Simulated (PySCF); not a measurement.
**WS₂: triplet, from a bent start**

The task is one start of a wider search on WS₂: the triplet, built as bent. It is relaxed, tested by its Hessian and followed downhill if it is a saddle.

Method: B3LYP, basis W def2-SVP with ECP60, S def2-SVP, scalar-relativistic core potentials, no spin–orbit coupling, density fitting; program: PySCF 2.14.0.

## 1. The system as given

3 atoms, charge 0, spin multiplicity 3.

Bond lengths: W1–S2 2.140 Å, W1–S3 2.140 Å. Angles: S2–W1–S3 110.0°.

Z-matrix (Å, degrees; charge 0 multiplicity 3):
```
W
S  1 2.1400
S  1 2.1400 2 110.00
```

## 2. Relaxation: bent start, triplet

One driver script runs all steps and calls PySCF; scf.py shows how it sets up the SCF of each step. The optimiser is the driver's own. Before each start the driver seeks the lowest SCF state from one or more starting densities and follows internal instabilities, so scf.py alone need not reach the same state.

The program finds C2v symmetry in the start, which this walk keeps.

Input file scf.py:

```python
from pyscf import gto, scf, dft
mol = gto.M(atom='''
W      0.000000     0.000000    -0.316632
S      1.753000    -0.000000     0.910868
S     -1.753000     0.000000     0.910868''',
    basis={'W': 'def2-SVP', 'S': 'def2-SVP'},
    ecp={'W': 'def2-SVP'},
    charge=0, spin=2)
mf = dft.UKS(mol, xc='B3LYP')
mf.grids.atom_grid = (50, 194)
aux = {'W': 'def2-universal-JKFIT', 'S': 'def2-universal-JKFIT'}
mf = mf.density_fit(auxbasis=aux)
mf.kernel()
```

Further steps of the session: Hessian and properties.

Q: Predict the outcome of this session. Wanted: minimum; geometry; wavenumbers; dipole moment; highest occupied, lowest empty level; polar-tensor charge of W1; zero-point energy; atomisation energy; ⟨S²⟩.

**Answer**, as computed:

| quantity | value |
| --- | --- |
| minimum | triplet, C2v |
| geometry | W–S 2.139 Å (×2); S–W–S 113.4° |
| wavenumbers (cm⁻¹) | 165 (a1), 524 (b2), 537 (a1) |
| dipole moment | 3.41 D |
| highest occupied, lowest empty level (either spin) | -6.00, -3.91 eV |
| polar-tensor charge of W1 | +0.95 e |
| zero-point energy | 7.3 kJ/mol |
| entropy at 298.15 K | 307.6 J/(mol K) |
| atomisation energy (no zero-point energy) | 948 kJ/mol |
| ⟨S²⟩ | 2.026 |

**Reading.** The molecule stays C2v, as typed, and the end point is a minimum. In the infrared the band at 524 cm⁻¹ (b2, stretch) leads. Most of the spin sits on W1 (Mulliken spin 2.19, against 2 for the whole molecule). Only this shape and spin were tried, so other structures or states may lie lower. One determinant may miss the lowest occupation of an open d or f shell. A two-component treatment could change these values noticeably.
